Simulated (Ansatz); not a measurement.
**CHCl2FGaN: how energies converge with the basis set**

How large a basis does CHCl2FGaN need? Two functionals are run in growing sets.

Computed with Ansatz 0.2.0, Gaussian basis. Level: one geometry, several basis sets.

Plan: PBE0-D4/def2-SVP; ωB97M-V/def2-SVP; PBE0-D4/def2-QZVPP; ωB97M-V/def2-QZVPP; the functionals' def2-TZVPP values are taken from earlier runs.

**1. The relaxed structure**

An earlier PBE0-D4 in a triple-zeta def2 set relaxation fixed the geometry.

7 atoms, charge 0, spin multiplicity 1.

Atoms are counted from 1 here; the program's logs count them from 0.

Bond lengths: N1–C2 1.248 Å, N1–H7 1.022 Å, C2–Cl3 1.764 Å, C2–Ga4 1.970 Å, Ga4–F5 1.740 Å, Ga4–Cl6 2.111 Å. Angles: C2–N1–H7 114.3°, N1–C2–Cl3 124.4°, N1–C2–Ga4 119.5°, Cl3–C2–Ga4 116.1°, C2–Ga4–F5 119.6°, C2–Ga4–Cl6 124.5°, F5–Ga4–Cl6 115.9°.

**2. PBE0-D4 in def2-SVP**

The input, in.yaml:

```yaml
crystal:
  periodic: [false, false, false]
  atoms:
    - {symbol: N, position_ang: [0.666816, -1.312717, 0.735779]}
    - {symbol: C, position_ang: [0.366903, -0.570223, -0.221582]}
    - {symbol: Cl, position_ang: [0.794275, -0.890438, -1.902447]}
    - {symbol: Ga, position_ang: [-0.652748, 1.081134, 0.114752]}
    - {symbol: F, position_ang: [-1.100149, 2.102072, -1.221716]}
    - {symbol: Cl, position_ang: [-1.269328, 1.737250, 2.023804]}
    - {symbol: H, position_ang: [1.194241, -2.147088, 0.471420]}
basis:
  gaussian: {orbitals: def2-SVP}
hamiltonian: {xc: pbe0, dispersion: d4}
output: {orbitals: {seedname: orbitals}}
```

On the command line:

```bash
ansatz run in.yaml --threads 4 --pin off --events-out ev --progress --plain --max-ram 10444MiB
```

After this run come: ωB97M-V in def2-SVP; PBE0-D4 in def2-QZVPP; ωB97M-V in def2-QZVPP.

**Question.** What will the summary of the whole plan be? Wanted: PBE0-D4: double and triple zeta above quadruple; ωB97M-V: double and triple zeta above quadruple.

**Answer**, as computed:

| quantity | value |
| --- | --- |
| PBE0-D4: double and triple zeta above quadruple | 23.87, 2.21 eV |
| ωB97M-V: double and triple zeta above quadruple | 23.77, 2.11 eV |

**Reading.** PBE0-D4 gains 21.66 eV from double to triple zeta, then 2.21 eV more. Total energies overstate the basis error of differences, where much of it tends to cancel.
